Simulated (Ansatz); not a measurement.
# CH3AlBrF: basis-set convergence

How large a basis does CH3AlBrF need? Two functionals are run in growing sets.

Computed with Ansatz 0.2.0, Gaussian basis. Level: one geometry, several basis sets.

Levels to be run: PBE0-D4/def2-SVP; ωB97M-V/def2-SVP; PBE0-D4/def2-QZVPP; ωB97M-V/def2-QZVPP; the functionals' def2-TZVPP values are taken from earlier runs.

### 1 Structure used throughout

All runs share one geometry, relaxed beforehand with PBE0-D4 in a triple-zeta def2 set.

7 atoms, charge 0, spin multiplicity 1.

Atoms are counted from 1 here; the program's logs count them from 0.

Bond lengths: F1–C2 1.338 Å, C2–Al3 1.986 Å, C2–Br4 2.105 Å, C2–H5 1.091 Å, Al3–Br4 2.558 Å, Al3–H6 1.577 Å, Al3–H7 1.580 Å. Angles: F1–C2–Al3 122.9°, F1–C2–Br4 108.4°, F1–C2–H5 109.1°, Al3–C2–Br4 77.3°, Al3–C2–H5 126.1°, Br4–C2–H5 100.2°, C2–Al3–Br4 53.4°, C2–Al3–H6 116.5°, C2–Al3–H7 115.7°, Br4–Al3–H6 109.6°, Br4–Al3–H7 108.6°, H6–Al3–H7 126.9°, C2–Br4–Al3 49.3°.

### 2 PBE0-D4 in def2-SVP

Input file in.yaml:

```yaml
crystal:
  periodic: [false, false, false]
  atoms:
    - {symbol: F, position_ang: [-1.209853, -1.600704, 0.231911]}
    - {symbol: C, position_ang: [-0.300568, -0.824577, -0.369802]}
    - {symbol: Al, position_ang: [0.670591, 0.629206, 0.573090]}
    - {symbol: Br, position_ang: [-1.265953, 0.908290, -1.073975]}
    - {symbol: H, position_ang: [-0.009697, -1.282260, -1.316803]}
    - {symbol: H, position_ang: [0.178201, 0.972712, 2.031781]}
    - {symbol: H, position_ang: [1.998479, 1.129333, -0.121802]}
basis:
  gaussian: {orbitals: def2-SVP}
hamiltonian: {xc: pbe0, dispersion: d4}
output: {orbitals: {seedname: orbitals}}
```

Launch:

```sh
ansatz run in.yaml --threads 2 --pin off --events-out ev --progress --plain --max-ram 4352MiB
```

After this run come: ωB97M-V in def2-SVP; PBE0-D4 in def2-QZVPP; ωB97M-V in def2-QZVPP.

Q: Predict the results of all the runs planned. Wanted: PBE0-D4: double and triple zeta above quadruple; ωB97M-V: double and triple zeta above quadruple.

The runs gave:

| quantity | value |
| --- | --- |
| PBE0-D4: double and triple zeta above quadruple | 17.25, 1.84 eV |
| ωB97M-V: double and triple zeta above quadruple | 17.26, 1.77 eV |

In words: PBE0-D4 gains 15.41 eV from double to triple zeta, then 1.84 eV more. These are total energies; as a rule much of such shifts cancels in differences, which this series doesn't test.
